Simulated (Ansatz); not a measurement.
Write a Python script for the Python package of Ansatz (0.2.0) that makes a comparison of functionals at one structure of TlBi₂, space group P6/mmm. Use (first run): BLYP, PAW, the default cutoff (420 eV here), 6×6×9 k-points, Methfessel-Paxton smearing of 0.1 eV. The script varies functional: blyp, r2scan, pbesol, lda.

```
Tl Bi
1.0
     5.70866    0.00000    0.00000
    -2.85433    4.94385    0.00000
     0.00000    0.00000    3.39376
Tl Bi
1 2
Direct
  0.00000 0.00000 0.00000
  0.66667 0.33333 0.50000
  0.33333 0.66667 0.50000
```

`xc_tlbi2.py`:
```python
'''Functional comparison for TlBi2 (totals differ with the potentials too).'''

import logging
import sys
import warnings

import ansatz as az

logging.basicConfig(stream=sys.stdout, format='%(levelname)s %(message)s')
log = logging.getLogger('tlbi2')
log.setLevel(logging.INFO)

SETTINGS = {
    'kgrid': (6, 6, 9),
}


def main() -> None:
    warnings.simplefilter('ignore', az.DeckWarning)

    structure = (
        az.Lattice.of((5.708665, 0.0, 0.0), (-2.854332, 4.943848, 0.0), (0.0, 0.0, 3.393756))
        .atom('Tl', (0.0, 0.0, 0.0))
        .atom('Bi', (2 / 3, 1 / 3, 0.5))
        .atom('Bi', (1 / 3, 2 / 3, 0.5))
    )

    base = (
        structure.calculation()
        .pseudopotentials('paw')
        .kpoints(*SETTINGS['kgrid'])
        .occupations(az.OccupationsMethod.METHFESSEL_PAXTON)
        .forces()
        .stress()
    )

    rows = []
    for value in ['blyp', 'r2scan', 'pbesol', 'lda']:
        data = base.functional(value).run(threads=1, pin='off').report
        rows.append((value, data['free_energy_ev'] / len(data['lattice']['sites']), data['n_iterations'], sum(data['stress_gpa'][i][i] for i in range(3)) / 3, max(abs(f) for row in data['forces_ev_ang'] for f in row), data['n_kpoints']))

    log.info('  functional   F/atom (eV)    iterations       P (GPa)  max component (eV/A)      k-points')
    for row in rows:
        log.info(f'{str(row[0]):>12s}  {row[1]:12.5f}  {row[2]:12d}  {row[3]:12.3f}  {row[4]:20.4f}  {row[5]:12d}')


if __name__ == '__main__':
    main()
```

```console
$ python xc_tlbi2.py
INFO   functional   F/atom (eV)    iterations       P (GPa)  max component (eV/A)      k-points
INFO         blyp  -12107.48486             7         4.385                0.0000            35
INFO       r2scan  -12093.55300             7         0.017                0.0000            35
INFO       pbesol  -11926.58912             6        -1.920                0.0000            35
INFO          lda  -11772.77448             7        -3.280                0.0000            35
```

From lowest to highest: LDA (-3.3 GPa), PBEsol (-1.9 GPa), r2SCAN (0.0 GPa) and BLYP (4.4 GPa). At a fixed cell a lower pressure usually means a smaller equilibrium volume, so LDA prefers the smallest cell and BLYP the largest.

BLYP can be off by several per cent in the lattices of metals, and by several GPa in the pressure at a fixed cell. For a metal this k-point mesh is coarse: on a finer one energies can move by several to tens of meV an atom and pressures by half a GPa or more, differences at one mesh by less. Forces vanish by symmetry here and test nothing. Pressure is positive in compression. Spin-orbit coupling, which matters for elements this heavy, is left out. This cell is a computed structure, which may not be the phase found in nature. Total energies of different functionals can't be compared; pressures, moments and gaps at this one structure can. Timing: 26 s on 1 thread of Arm Neoverse V2, with other jobs on the host, peak memory 0.68 GiB.
